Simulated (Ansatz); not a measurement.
# Y2Si: the cost of one run

Computed with Ansatz 0.2.0 (DFT PBE, scalar-relativistic, plane waves, PAW, unless a step's input says otherwise).

## Step 1: The starting structure

Symmetry: Fd-3m, No. 227, cubic system. The conventional cell has a = 8.200 Å, b = 8.200 Å, c = 8.200 Å, α = 90.00°, β = 90.00°, γ = 90.00°. Around Y (site symmetry -3m) lie 6 Y at 2.90 Å and 6 Si at 3.40 Å. Around Si (site symmetry -43m) lie 12 Y at 3.40 Å.

Structure file:

```
CELL_PARAMETERS angstrom
0.00000 4.09987 4.09987
4.09987 0.00000 4.09987
4.09987 4.09987 0.00000
ATOMIC_POSITIONS crystal
Y 0.62500 0.62500 0.62500
Y 0.12500 0.62500 0.62500
Y 0.62500 0.62500 0.12500
Y 0.62500 0.12500 0.62500
Si 0.00000 0.00000 0.00000
Si 0.25000 0.25000 0.25000
```

(A quick probe on a coarse mesh, which set the mesh and smearing, is not shown.)

## Step 3: Coarse relaxation

input.yaml reads:

```yaml
crystal:
  lattice:
    - [0.0, 4.0998718748, 4.0998718748]
    - [4.0998718748, 0.0, 4.0998718748]
    - [4.0998718748, 4.0998718748, 0.0]
  atoms:
    - { symbol: "Y", position: [0.625, 0.625, 0.625] }
    - { symbol: "Y", position: [0.125, 0.625, 0.625] }
    - { symbol: "Y", position: [0.625, 0.625, 0.125] }
    - { symbol: "Y", position: [0.625, 0.125, 0.625] }
    - { symbol: Si, position: [0.0, 0.0, 0.0] }
    - { symbol: Si, position: [0.25, 0.25, 0.25] }
basis:
  ecutwfc: 420
kpoints:
  mp_grid: { grid: [4, 4, 4] }
hamiltonian:
  xc: pbe
scf:
  occupations: { method: gaussian, width: 0.1 }
  lower_state_search: "off"
output:
  forces: true
  stress: true
  eigenvalues: true
relax:
  adjacent_minimum: "off"
  f_tol: 0.04
  max_steps: 70
  cell: { stress_tol: 0.4 }
```

Run with:

```bash
$ ansatz run input.yaml --threads 1 --pin off --max-ram 2560MiB --backend cpu --events-out ev --progress --plain --runs-dir out
```

Q: Estimate wall time and peak memory on 1 thread of Intel Xeon 6975P-C (Granite Rapids), shared host.

About 4.6 s, with a peak of 0.47 GiB.
